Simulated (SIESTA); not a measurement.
# Cu in SIESTA: the effect of pseudo set

The system is Cu, a slab with vacuum.

```
CELL_PARAMETERS angstrom
2.55619 0.00000 0.00000
-1.27810 2.21373 0.00000
0.00000 0.00000 25.43561
ATOMIC_POSITIONS crystal
Cu 0.66667 0.33333 0.29486
Cu 0.33333 0.66667 0.37692
Cu 0.00000 0.00000 0.45897
Cu 0.66667 0.33333 0.54103
Cu 0.33333 0.66667 0.62308
Cu 0.00000 0.00000 0.70514
```

The slab is cut from a database's or a generator's crystal, which needn't be the stable form of the element.

Alike in all runs:

| Quantity | Value |
| --- | --- |
| Program | SIESTA 5.4.2 |
| Task | single point |
| Functional | PBE |
| Basis | DZP (energy shift 0.003 Ry; two zetas on semicore shells) |
| Grid cutoff | 800 Ry |
| Energy shift | 0.003 Ry |
| k mesh | 12 × 12 × 1 |
| Occupations | fermi-dirac, width 0.05 eV |
| Spin | no spin polarisation |

| pseudo set | largest force (eV/Å) | work function (eV) |
| --- | --- | --- |
| PseudoDojo 0.4 standard | 0.06 | 4.74 |
| PseudoDojo 0.4 stringent | 0.03 | 4.77 |
| PseudoDojo 0.5 standard | 0.06 | 4.74 |
| SG15 1.2 | ? | ? |
| SPMS 1.0 | 0.05 | 4.53 |
| Ansatz NC | 0.05 | 4.72 |

Problem. What does the run with pseudo set SG15 1.2 give?

Solution. Largest force 0.12 eV/Å; work function 4.40 eV.
